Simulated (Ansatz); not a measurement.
# Cu3H2: the cost of one run

Program: Ansatz 0.2.0. Level of theory: DFT PBE, scalar-relativistic, plane waves, PAW. These are calculated values, not measurements.

### 1 The system as given

The structure is trigonal, space group R-3m (No. 166). Conventional cell: a = 2.944 Å, b = 2.944 Å, c = 20.467 Å, α = 90.00°, β = 90.00°, γ = 120.00°. Cu (site symmetry -3m) has 6 H at 2.18 Å as nearest neighbours. Around Cu (site symmetry 3m) lie 3 H at 2.06 Å. Around H (site symmetry 3m) lie 6 Cu at 2.06 to 2.18 Å.

Coordinates:

```cif
data_structure
_symmetry_space_group_name_H-M 'P 1'
_symmetry_Int_Tables_number 1
_cell_length_a 7.0309
_cell_length_b 7.0309
_cell_length_c 7.0309
_cell_angle_alpha 24.166
_cell_angle_beta 24.166
_cell_angle_gamma 24.166
_cell_volume 51.19
loop_
_atom_site_label
_atom_site_type_symbol
_atom_site_fract_x
_atom_site_fract_y
_atom_site_fract_z
_atom_site_occupancy
Cu1 Cu 0.00000 0.00000 0.00000 1
Cu2 Cu 0.20950 0.20950 0.20950 1
Cu3 Cu 0.79050 0.79050 0.79050 1
H1 H 0.40000 0.40000 0.40000 1
H2 H 0.60000 0.60000 0.60000 1
```

(A quick probe on a coarse mesh, which set the mesh and smearing, is not shown.)

### 3 Rough relaxation on the coarse mesh

The input, input.yaml:

```yaml
crystal:
  lattice:
    - [1.4717800751, 0.8497326225, 6.8224472169]
    - [-1.4717800751, 0.8497326225, 6.8224472169]
    - [0.0, -1.6994652451, 6.8224472169]
  atoms:
    - { symbol: Cu, position: [0.0, 0.0, 0.0] }
    - { symbol: Cu, position: [0.2095, 0.2095, 0.2095] }
    - { symbol: Cu, position: [0.7905, 0.7905, 0.7905] }
    - { symbol: H, position: [0.4, 0.4, 0.4] }
    - { symbol: H, position: [0.6, 0.6, 0.6] }
basis:
  ecutwfc: 420
kpoints:
  mp_grid: { grid: [6, 6, 6] }
hamiltonian:
  xc: pbe
scf:
  occupations: { method: gaussian, width: 0.1 }
  lower_state_search: "off"
output:
  forces: true
  stress: true
  eigenvalues: true
relax:
  adjacent_minimum: "off"
  f_tol: 0.04
  max_steps: 70
  cell: { stress_tol: 0.4 }
```

Launch:

```bash
> ansatz run input.yaml --threads 1 --pin off --max-ram 2560MiB --backend cpu --events-out ev --progress --plain --runs-dir out
```

What time and memory should one allow on 1 thread of Arm Neoverse V2, shared host?

About 20 s, with a peak of 0.34 GiB.
